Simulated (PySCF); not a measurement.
# Cl3HOTi: the cost of one run

Computed with PySCF 2.14.0. Level: levels as typed in each script, gas phase, geometry from GFN2-xTB.

## 1. Where the work starts

SMILES `O[Ti](Cl)(Cl)Cl`, 6 atoms, charge 0, spin multiplicity 1.

Bond lengths: O1–Ti2 1.667 Å, O1–H6 0.959 Å, Ti2–Cl3 2.126 Å, Ti2–Cl4 2.127 Å, Ti2–Cl5 2.126 Å. Angles: Ti2–O1–H6 179.9°, O1–Ti2–Cl3 114.8°, O1–Ti2–Cl4 114.8°, O1–Ti2–Cl5 114.7°, Cl3–Ti2–Cl4 103.7°, Cl3–Ti2–Cl5 103.7°, Cl4–Ti2–Cl5 103.7°.

Coordinates:

```
atom    x (Å)    y (Å)    z (Å)
  O1  -0.0045  -0.0013  -2.0260
 Ti2  -0.0004   0.0000  -0.3592
 Cl3   0.7305   1.7882   0.5297
 Cl4   1.1849  -1.5254   0.5302
 Cl5  -1.9123  -0.2621   0.5339
  H6  -0.0076  -0.0014  -2.9853
```

## 2. Density, bond paths and surface potential (PBE0/def2-tzvp)

The input, input.py:

```python
import numpy as np
from pyscf import gto, scf, dft
from pyscf.scf import atom_ks, atom_hf
from scipy.linalg import block_diag

def solve(mol, dm0=None, hcore=None):
    mf = (dft.UKS if mol.spin else dft.RKS)(mol, xc='pbe0')
    mf.grids.level = 3
    mf = mf.density_fit(auxbasis='def2-universal-jkfit')
    mf.conv_tol, mf.max_cycle = 1e-8, 80
    if hcore is not None:
        mf.get_hcore = lambda *args: hcore
    mf.kernel(dm0)
    if not mf.converged:
        mf = mf.newton().run(mf.mo_coeff, mf.mo_occ, max_cycle=30)
    assert mf.converged, 'SCF not converged'
    return mf

mol = gto.M(atom='''
O     -0.00451    -0.00134    -2.02598
Ti    -0.00039     0.00004    -0.35924
Cl     0.73045     1.78820     0.52974
Cl     1.18492    -1.52541     0.53023
Cl    -1.91230    -0.26214     0.53394
H     -0.00765    -0.00139    -2.98531
''', basis='def2-tzvp', charge=0, spin=0, verbose=4)
mf = solve(mol)
mf.analyze()
# spherically averaged free atoms, for the promolecule
atm = atom_ks.get_atm_nrks(mol, xc='pbe0')
pro = block_diag(*[(atm[a[0]][2] * atm[a[0]][3]) @ atm[a[0]][2].T for a in mol._atom])
np.savez('result.npz', e=mf.e_tot, c=mf.mo_coeff, occ=mf.mo_occ, eps=mf.mo_energy, pro=pro, dip=mf.dip_moment(verbose=0), s2=mf.spin_square()[0])
```

Started as:

```bash
> OMP_NUM_THREADS=1 python input.py
```

**Question.** How long does this run take on 1 thread of Intel Xeon Platinum 8259CL at 2.50GHz (Skylake/Cascade Lake), shared host, and how much memory does it need?

About 28 s, with a peak of 0.75 GiB.
